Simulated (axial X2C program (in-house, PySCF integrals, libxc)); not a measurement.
# IY: from the state search to constants

What are the state, bond length, wavenumber and bond energy of IY, and what does spin–orbit coupling change?

Program: an in-house X2C program for linear molecules on PySCF integrals. Level of theory: all-electron X2C, I dyall-v3z, Y dyall-v3z. These are calculated values, not measurements.

## (1) Set-up

task.json reads:

```json
{
 "zs": [
  53,
  39
 ],
 "q": 0,
 "bas": [
  "dyall-v3z",
  "dyall-v3z"
 ],
 "levels": [
  "PBE0",
  "HF",
  "TPSSh",
  "B3LYP"
 ],
 "cc": false,
 "r0": 2.96,
 "npts": 10,
 "nst": 2,
 "ntry": 6
}
```

Keys: zs atomic numbers; q charge; bas basis sets; levels methods (HF also brings MP2); cc coupled cluster on or off; r0 starting distance in Å; npts points asked for on the curve; nst determinants followed; ntry starts of the search.

Started as:

```console
> python so2c.py task.json out
```

Spin-free means the one-electron spin-free X2C Hamiltonian; two-component (2c) means X2C with spin–orbit coupling and atomic mean-field two-electron Coulomb and Gaunt terms. Basis: I dyall-v3z contracted to [11s12p8d1f], Y dyall-v3z contracted to [11s12p9d4f2g]; Gaussian nuclei, density fitting. Masses: I 126.904 u, Y 88.906 u.

Notation: σ, π±, δ± give the projection m of an orbital's angular momentum (0, ±1, ±2), α and β its spin, Λ and M_S the sums; ω is the projection of a spinor's total angular momentum and Ω the sum. Logs are in hartree.

The results follow Hamiltonian by Hamiltonian and level by level.

## (2) Which state to follow

PBE0 moves the distance from 2.960 Å to 2.774 Å and compares determinants there.

Spin-free determinants:

| ΔE (eV) | state | open shells |
| --- | --- | --- |
| 0.00 | M_S = 0, Λ = 0 | closed shell |
| 0.40 | M_S = 1, Λ = 2 | beyond closed shells: σα, δ+α |
| 0.59 | M_S = 1, Λ = 1 | beyond closed shells: σα, π+α |
| 0.84 | M_S = 0, Λ = 2 | beyond closed shells: σα, δ+β |
| 0.94 | M_S = 0, Λ = 1 | beyond closed shells: σα, π+β |

Two-component determinants:

| ΔE (eV) | state | open shells |
| --- | --- | --- |
| 0.00 | Ω = 0 | closed shell |
| 0.37 | Ω = 1 | excess of +ω over −ω: ω = -1/2, ω = 3/2 |
| 0.42 | Ω = 3 | excess of +ω over −ω: ω = 1/2, ω = 5/2 |
| 0.62 | Ω = 2 | excess of +ω over −ω: ω = 1/2, ω = 3/2 |
| 0.87 | Ω = 2 | excess of +ω over −ω: ω = -1/2, ω = 5/2 |
| 0.90 | Ω = 1 | excess of +ω over −ω: 2 × ω = 1/2 |
| 1.96 | Ω = 1 | excess of +ω over −ω: ω = -3/2, ω = 5/2 |

## (3) PBE0, spin-free

State followed: M_S = 0, Λ = 0 (closed shell). The scan is laid around 2.774 Å, a first estimate of the minimum, and this SCF restarts from the orbitals of the search.

The SCF at the reference distance of 2.774 Å:

```text
spin-free X2C-1e  PBE0
basis functions 232  fitting functions 1261  grid points 5805
iter        total energy     max residual
   1     -10500.108091888     7.47e-06
   2     -10500.108091893     5.93e-06
   3     -10500.108091894     2.03e-06
converged
one-electron -15217.95140784  Coulomb 4616.58259366  exact exchange -72.18366029  xc functional -220.86322196  nuclear repulsion 394.30760453
```

Along the bond, energies from the lowest point:

| R (Å) | E (eV) | μ (D) | HOMO (eV) | LUMO (eV) | iterations |
| --- | --- | --- | --- | --- | --- |
| 2.413 | 0.8426 | 1.59 | -4.47 | -1.68 | 12 |
| 2.524 | 0.3376 | 1.81 | -4.58 | -1.85 | 12 |
| 2.608 | 0.1273 | 2.04 | -4.66 | -1.97 | 11 |
| 2.691 | 0.0238 | 2.32 | -4.75 | -2.10 | 11 |
| 2.774 | 0.0000 | 2.64 | -4.83 | -2.22 | 3 |
| 2.871 | 0.0467 | 3.07 | -4.94 | -2.37 | 11 |
| 2.968 | 0.1499 | 3.53 | -5.04 | -2.51 | 11 |
| 3.093 | 0.3374 | 4.16 | -5.18 | -2.69 | 12 |
| 3.246 | 0.6144 | 4.98 | -5.33 | -2.90 | 12 |
| 3.467 | 1.0525 | 6.21 | -5.55 | -3.18 | 13 |

Dipoles are positive if Y is the positive end.

Outer orbitals at the reference distance:

```
symmetry  occupied  ε (eV)          atomic character
     π-α       yes  -31.32                  100% Y p
     π+α       yes  -31.32                  100% Y p
      σα       yes  -31.30                   98% Y p
      σα       yes  -18.69   73% I s, 8% Y d, 8% Y p
      σα       yes   -8.62   76% I p, 9% Y d, 7% Y s
     π+α       yes   -7.78  76% I p, 11% Y d, 6% Y f
     π-α       yes   -7.78  76% I p, 11% Y d, 6% Y f
      σα       yes   -4.83  70% Y s, 20% Y d, 7% Y p
     δ+α        no   -2.22                  100% Y d
     δ-α        no   -2.22                  100% Y d
     π-α        no   -2.09  78% Y d, 14% Y p, 3% I p
     π+α        no   -2.09  78% Y d, 14% Y p, 3% I p
```

PBE0 fields in the half plane through the axis: z from -2.4 to 5.1 Å across, distance from the axis 0.15 to 2.25 Å upwards; I lies at z = 0 and Y at z = 2.774 Å; the ELF is damped to zero where the density is low.

log10 density (e/bohr³). Ten even steps from ' ' (-4.34 ) to '@' (1.84 ):
```
      ....::::::::::::::::::::::::::::::::::::::....
    ....::::------------::::::------------::::::::..
  ....::------------------------------------::::::..
....::----==============--------========------::::::
..::::--======++++++++============++======----::::::
..::----==++++++**++++++======++++**++++==----::::::
..::--====++**######**++++==++++**##****++==--::::::
::::--====++**%%@@%%**++++++++**##@@%%**++==--::::::
```

ELF. Ten even steps from ' ' (0.00 ) to '@' (0.97 ):
```
        ..::::----::::..    ..--##@@@@@@@@@@@@%%++::
      ..::==++++++++==--......--**%%@@@@@@@@@@@@%%++
    ..--==**########**++--......--++++**##%%@@@@%%**
  ..::==**##%%%%%%%%####++::    ..::::::::--++##%%##
  ..==**##%%%%##****####**::    --====::    ..--**##
  ::++##%%##++::::::==####--  --##%%%%**::      --**
..--++##%%**::**##**::++##--::##++::::%%##::    ..==
..--**####====**##**====##--==%%::++##++@@++    ..==
```

Re = 2.761 Å, ωe = 215.6 cm⁻¹, ωexe = 0.411 cm⁻¹, Be = 0.04228 cm⁻¹, De = 3.93 eV, μ = 2.59 D.

## (4) HF, spin-free

Output at 2.774 Å:

```text
spin-free X2C-1e  HF
basis functions 232  fitting functions 1261  grid points 5805
iter        total energy     max residual
   1     -10495.795850796     2.79e-01
   2     -10495.829852797     6.04e-03
   3     -10495.831015410     1.94e-03
   4     -10495.831253013     9.51e-04
   5     -10495.831331855     5.93e-04
   6     -10495.831377517     3.67e-04
   7     -10495.831404276     1.59e-04
   8     -10495.831412226     5.19e-05
   9     -10495.831412931     1.52e-05
  10     -10495.831412966     2.05e-06
  11     -10495.831412967     5.32e-07
converged
one-electron -15215.30840355  Coulomb 4613.98365829  exact exchange -288.81427224  xc functional 0.00000000  nuclear repulsion 394.30760453
```

Re = 2.861 Å, ωe = 199.7 cm⁻¹, ωexe = 0.386 cm⁻¹, Be = 0.03938 cm⁻¹, De = 3.06 eV, μ = 3.17 D.

## (5) TPSSh, spin-free

The SCF at the reference distance of 2.774 Å:

```text
spin-free X2C-1e  TPSSh
basis functions 232  fitting functions 1261  grid points 5805
iter        total energy     max residual
   1     -10500.350485030     1.95e-01
   2     -10500.351673710     4.22e-03
   3     -10500.351424912     3.75e-03
   4     -10500.351736483     2.01e-03
   5     -10500.351905873     1.72e-04
   6     -10500.351906516     1.20e-04
   7     -10500.351906914     1.36e-05
   8     -10500.351906934     8.02e-06
   9     -10500.351906937     3.26e-06
  10     -10500.351906938     2.49e-07
converged
one-electron -15217.15346688  Coulomb 4615.75302760  exact exchange -28.86988510  xc functional -264.38918708  nuclear repulsion 394.30760453
```

Re = 2.768 Å, ωe = 213.7 cm⁻¹, ωexe = 0.41 cm⁻¹, Be = 0.04209 cm⁻¹, De = 3.97 eV, μ = 2.60 D.

## (6) B3LYP, spin-free

Output at 2.774 Å:

```text
spin-free X2C-1e  B3LYP
basis functions 232  fitting functions 1261  grid points 5805
iter        total energy     max residual
   1     -10500.903364595     9.04e-02
   2     -10500.905422929     2.24e-03
   3     -10500.905427868     8.47e-04
   4     -10500.905448351     3.76e-04
   5     -10500.905454345     1.62e-04
   6     -10500.905455235     4.30e-05
   7     -10500.905455292     3.49e-06
   8     -10500.905455292     1.25e-06
converged
one-electron -15218.14162847  Coulomb 4616.76764937  exact exchange -57.74306881  xc functional -236.09601192  nuclear repulsion 394.30760453
```

Re = 2.789 Å, ωe = 208.2 cm⁻¹, ωexe = 0.408 cm⁻¹, Be = 0.04145 cm⁻¹, De = 3.76 eV, μ = 2.80 D.

## (7) MP2, spin-free

Correlated methods: 18 electrons correlated (frozen shells, counted by type: I 4 s, 3 p, 2 d; Y 3 s, 2 p, 1 d), 284 virtual spinors in MP2.

MP2: Re = 2.786 Å, ωe = 216.2 cm⁻¹, Be = 0.04155 cm⁻¹, De = 4.14 eV.

## (8) A higher determinant, spin-free

State: M_S = 1, Λ = 2 (beyond closed shells: σα, δ+α).

Output at the reference distance:

```text
spin-free X2C-1e  PBE0
basis functions 232  fitting functions 1261  grid points 5805
iter        total energy     max residual
   1     -10500.093540011     7.24e-06
   2     -10500.093540018     5.83e-06
   3     -10500.093540020     4.34e-06
   4     -10500.093540022     1.48e-06
converged
one-electron -15221.48461830  Coulomb 4620.24737451  exact exchange -72.21600573  xc functional -220.94789503  nuclear repulsion 394.30760453
```

| R (Å) | E above the lowest PBE0 point (eV) |
| --- | --- |
| 2.413 | 1.425 |
| 2.524 | 0.861 |
| 2.608 | 0.607 |
| 2.691 | 0.461 |
| 2.774 | 0.396 |
| 2.871 | 0.398 |
| 2.968 | 0.459 |
| 3.093 | 0.597 |
| 3.246 | 0.821 |

Re = 2.819 Å, ωe = 198.4 cm⁻¹, ωexe = 0.386 cm⁻¹, Be = 0.04057 cm⁻¹, μ = 4.61 D. Te = 0.39 eV.

## (9) The spin-free curves together

Energy (eV) of the followed determinant, spin-free, from each level's lowest point:

| R (Å) | PBE0 | HF | MP2 | TPSSh | B3LYP |
| --- | --- | --- | --- | --- | --- |
| 2.413 | 0.843 | 1.337 | 0.985 | 0.866 | 0.948 |
| 2.524 | 0.338 | 0.656 | 0.421 | 0.353 | 0.406 |
| 2.608 | 0.127 | 0.334 | 0.176 | 0.137 | 0.171 |
| 2.691 | 0.024 | 0.136 | 0.045 | 0.029 | 0.045 |
| 2.774 | 0.000 | 0.032 | 0.000 | 0.000 | 0.000 |
| 2.871 | 0.047 | 0.000 | 0.029 | 0.041 | 0.025 |
| 2.968 | 0.150 | 0.038 | 0.121 | 0.140 | 0.108 |
| 3.093 | 0.337 | 0.159 | 0.301 | 0.322 | 0.272 |
| 3.246 | 0.614 | 0.374 | 0.576 | 0.592 | 0.523 |
| 3.467 | 1.053 | 0.749 | 1.020 | 1.021 | 0.929 |

## (10) PBE0, 2c

State followed: Ω = 0 (closed shell). The scan is laid around 2.774 Å, a first estimate of the minimum, and this SCF restarts from the orbitals of the search.

Output at 2.774 Å:

```text
two-component X2C + atomic mean field  PBE0
basis functions 232  fitting functions 1261  grid points 5805
iter        total energy     max residual
   1     -10495.853721277     2.69e-06
   2     -10495.853721279     2.60e-06
converged
one-electron -15205.73110664  Coulomb 4614.24605533  exact exchange -72.14311136  xc functional -220.74522598  nuclear repulsion 394.30760453  atomic mean-field constant -5.78793715
```

Along the bond, energies from the lowest point:

| R (Å) | E (eV) | μ (D) | HOMO (eV) | LUMO (eV) | iterations |
| --- | --- | --- | --- | --- | --- |
| 2.413 | 0.8483 | 1.57 | -4.46 | -1.71 | 13 |
| 2.524 | 0.3417 | 1.78 | -4.57 | -1.87 | 12 |
| 2.608 | 0.1302 | 2.01 | -4.65 | -1.99 | 12 |
| 2.691 | 0.0253 | 2.28 | -4.74 | -2.12 | 12 |
| 2.774 | 0.0000 | 2.60 | -4.82 | -2.24 | 2 |
| 2.871 | 0.0448 | 3.02 | -4.93 | -2.39 | 11 |
| 2.968 | 0.1461 | 3.47 | -5.03 | -2.53 | 11 |
| 3.093 | 0.3311 | 4.09 | -5.16 | -2.70 | 12 |
| 3.246 | 0.6048 | 4.89 | -5.31 | -2.91 | 12 |
| 3.467 | 1.0376 | 6.08 | -5.52 | -3.18 | 13 |

Dipoles are positive if Y is the positive end.

Outer spinors at the reference distance:

| ω | occupied | ε (eV) | atomic character | λ mixture |
| --- | --- | --- | --- | --- |
| 1/2 | yes | -32.24 | 100% Y p | 67% π, 33% σ |
| 3/2 | yes | -30.80 | 100% Y p | 100% π |
| 1/2 | yes | -30.78 | 99% Y p | 67% σ, 33% π |
| 1/2 | yes | -18.70 | 73% I s, 8% Y d, 8% Y p | 100% σ |
| 1/2 | yes | -8.86 | 78% I p, 9% Y d, 5% Y s | 76% σ, 24% π |
| 1/2 | yes | -7.88 | 75% I p, 10% Y d, 5% Y f | 76% π, 24% σ |
| 3/2 | yes | -7.49 | 75% I p, 12% Y d, 6% Y f | 100% π |
| 1/2 | yes | -4.82 | 70% Y s, 20% Y d, 7% Y p | 100% σ |
| 3/2 | no | -2.24 | 99% Y d | 98% δ, 2% π |
| 5/2 | no | -2.19 | 100% Y d | 100% δ |
| 1/2 | no | -2.11 | 77% Y d, 16% Y p, 3% I p | 94% π, 6% σ |
| 3/2 | no | -2.05 | 78% Y d, 15% Y p, 3% I p | 98% π, 2% δ |

PBE0 fields in the half plane through the axis: z from -2.4 to 5.1 Å across, distance from the axis 0.15 to 2.25 Å upwards; I lies at z = 0 and Y at z = 2.774 Å; the ELF is damped to zero where the density is low.

log10 density (e/bohr³). Ten even steps from ' ' (-4.33 ) to '@' (1.84 ):
```
      ....::::::::::::::::::::::::::::::::::::::....
    ....::::------------::::::------------::::::::..
  ....::------------------------------------::::::..
....::----==============--------======--------::::::
..::::--======++++++++============++======----::::::
..::----==++++++**++++++======++++**++++==----::::::
..::--====++**######**++++==++++**##****++==--::::::
::::--====++**%%@@%%**++++++++**##@@%%**++==--::::::
```

ELF. Ten even steps from '0' (0.00 ) to '9' (0.97 ):
```
00001223322100147999999852
00012455554311136899999985
00134677776531113556789986
01246788887752001222235787
01467887667762003442001367
02578752224773137886200035
13578626762573275228720014
13677446764473482575950014
```

Re = 2.764 Å, ωe = 214.7 cm⁻¹, ωexe = 0.412 cm⁻¹, Be = 0.04222 cm⁻¹, De = 3.66 eV, μ = 2.56 D.

## (11) HF, 2c

The SCF at the reference distance of 2.774 Å:

```text
two-component X2C + atomic mean field  HF
basis functions 232  fitting functions 1261  grid points 5805
iter        total energy     max residual
   1     -10491.537829381     2.79e-01
   2     -10491.571853437     6.08e-03
   3     -10491.573034804     2.08e-03
   4     -10491.573278249     9.53e-04
   5     -10491.573359273     5.93e-04
   6     -10491.573406155     3.67e-04
   7     -10491.573433541     1.59e-04
   8     -10491.573441951     5.30e-05
   9     -10491.573442901     2.13e-05
  10     -10491.573443028     1.88e-05
  11     -10491.573443081     1.65e-05
  12     -10491.573443151     9.98e-06
  13     -10491.573443176     4.05e-06
  14     -10491.573443180     1.19e-06
  15     -10491.573443180     2.31e-07
converged
one-electron -15203.07661502  Coulomb 4611.63529197  exact exchange -288.65178751  xc functional 0.00000000  nuclear repulsion 394.30760453  atomic mean-field constant -5.78793715
```

Re = 2.863 Å, ωe = 199.1 cm⁻¹, ωexe = 0.386 cm⁻¹, Be = 0.03933 cm⁻¹, De = 2.74 eV, μ = 3.14 D.

## (12) TPSSh, 2c

The SCF at the reference distance of 2.774 Å:

```text
two-component X2C + atomic mean field  TPSSh
basis functions 232  fitting functions 1261  grid points 5805
iter        total energy     max residual
   1     -10496.092489884     1.95e-01
   2     -10496.093695738     4.23e-03
   3     -10496.093445915     3.78e-03
   4     -10496.093754374     2.08e-03
   5     -10496.093927454     1.78e-04
   6     -10496.093928129     1.23e-04
   7     -10496.093928536     1.37e-05
   8     -10496.093928558     8.27e-06
   9     -10496.093928561     3.40e-06
  10     -10496.093928562     2.52e-07
converged
one-electron -15204.93034846  Coulomb 4613.41365062  exact exchange -28.85366626  xc functional -264.24323184  nuclear repulsion 394.30760453  atomic mean-field constant -5.78793715
```

Re = 2.770 Å, ωe = 212.8 cm⁻¹, ωexe = 0.412 cm⁻¹, Be = 0.04203 cm⁻¹, De = 3.74 eV, μ = 2.57 D.

## (13) B3LYP, 2c

Output at 2.774 Å:

```text
two-component X2C + atomic mean field  B3LYP
basis functions 232  fitting functions 1261  grid points 5805
iter        total energy     max residual
   1     -10496.649569569     9.04e-02
   2     -10496.651628307     2.29e-03
   3     -10496.651632595     8.71e-04
   4     -10496.651654295     3.86e-04
   5     -10496.651660768     1.69e-04
   6     -10496.651661728     4.46e-05
   7     -10496.651661787     3.46e-06
   8     -10496.651661787     1.23e-06
converged
one-electron -15205.91865768  Coulomb 4614.42843230  exact exchange -57.71062647  xc functional -235.97047730  nuclear repulsion 394.30760453  atomic mean-field constant -5.78793715
```

Re = 2.792 Å, ωe = 207.1 cm⁻¹, ωexe = 0.411 cm⁻¹, Be = 0.04138 cm⁻¹, De = 3.46 eV, μ = 2.76 D.

## (14) Correlated methods, 2c

Correlated methods: 18 electrons correlated (frozen shells, counted by type: I 4 s, 3 p, 2 d; Y 3 s, 2 p, 1 d), 284 virtual spinors in MP2.

MP2: Re = 2.787 Å, ωe = 215.6 cm⁻¹, Be = 0.04151 cm⁻¹, De = 3.83 eV.

## (15) A higher determinant, 2c

State: Ω = 1 (excess of +ω over −ω: ω = -1/2, ω = 3/2).

Output at the reference distance:

```text
two-component X2C + atomic mean field  PBE0
basis functions 232  fitting functions 1261  grid points 5805
iter        total energy     max residual
   1     -10495.840175280     7.45e-06
   2     -10495.840175283     5.30e-06
   3     -10495.840175283     4.45e-06
converged
one-electron -15209.28375795  Coulomb 4617.92980057  exact exchange -72.17551374  xc functional -220.83037155  nuclear repulsion 394.30760453  atomic mean-field constant -5.78793715
```

| R (Å) | E above the lowest PBE0 point (eV) |
| --- | --- |
| 2.413 | 1.405 |
| 2.524 | 0.839 |
| 2.608 | 0.583 |
| 2.691 | 0.435 |
| 2.774 | 0.369 |
| 2.871 | 0.368 |
| 2.968 | 0.427 |
| 3.093 | 0.563 |
| 3.246 | 0.784 |

Re = 2.822 Å, ωe = 197.4 cm⁻¹, ωexe = 0.389 cm⁻¹, Be = 0.04049 cm⁻¹, μ = 4.59 D. Te = 0.36 eV.

## (16) The 2c curves together

Energy (eV) of the followed determinant, 2c, from each level's lowest point:

| R (Å) | PBE0 | HF | MP2 | TPSSh | B3LYP |
| --- | --- | --- | --- | --- | --- |
| 2.413 | 0.848 | 1.343 | 0.989 | 0.871 | 0.955 |
| 2.524 | 0.342 | 0.660 | 0.424 | 0.357 | 0.411 |
| 2.608 | 0.130 | 0.338 | 0.178 | 0.140 | 0.174 |
| 2.691 | 0.025 | 0.139 | 0.046 | 0.030 | 0.046 |
| 2.774 | 0.000 | 0.033 | 0.000 | 0.000 | 0.000 |
| 2.871 | 0.045 | 0.000 | 0.028 | 0.040 | 0.023 |
| 2.968 | 0.146 | 0.037 | 0.119 | 0.136 | 0.104 |
| 3.093 | 0.331 | 0.156 | 0.297 | 0.315 | 0.265 |
| 3.246 | 0.605 | 0.369 | 0.570 | 0.583 | 0.512 |
| 3.467 | 1.038 | 0.742 | 1.012 | 1.006 | 0.912 |

Time for the job: 4.3 min (1 thread, shared host).

## (17) Results

Lowest determinant that the search found at its distance, spin-free: M_S = 0, Λ = 0 (closed shell).

Lowest determinant that the search found at its distance, 2c: Ω = 0 (closed shell).

```csv
Hamiltonian,level,Re (Å),ωe (cm⁻¹),De (eV),μ (D)
spin-free,PBE0,2.761,215.6,3.93,2.59
spin-free,HF,2.861,199.7,3.06,3.17
spin-free,MP2,2.786,216.2,4.14,n/a
spin-free,TPSSh,2.768,213.7,3.97,2.60
spin-free,B3LYP,2.789,208.2,3.76,2.80
2c,PBE0,2.764,214.7,3.66,2.56
2c,HF,2.863,199.1,2.74,3.14
2c,MP2,2.787,215.6,3.83,n/a
2c,TPSSh,2.770,212.8,3.74,2.57
2c,B3LYP,2.792,207.1,3.46,2.76
```

Dipoles are positive if Y is the positive end.

Time per point (s) on 1 thread, shared host (2c runs); the times are rough: PBE0 1.2, HF 1.1, MP2 1.5, TPSSh 2, B3LYP 1.3.

**Reading.** At MP2, going from spin-free to two-component changes Re by +2 mÅ, ωe by -0.3 %, which is small (part of it comes from the scalar share of the two-electron terms). It costs about 1.8 times the time. De moves by -0.30 eV; both De rest on single-determinant atoms, which can miss part of an open shell's spin–orbit lowering.

De refers to I + Y, each in the lowest determinant found, which need not be this curve's own limit. Each curve is one determinant whose occupation by symmetry is held fixed; it was picked as the lowest of a PBE0 search that is not exhaustive. The closed shell is kept restricted; where the fragments are open shells, the energy then runs too high at long range. De is counted from the lowest determinant-based energies of the atoms at the same level, without counterpoise correction. The meta-GGAs lack a current-density term, which matters for open shells with orbital currents, atoms included.
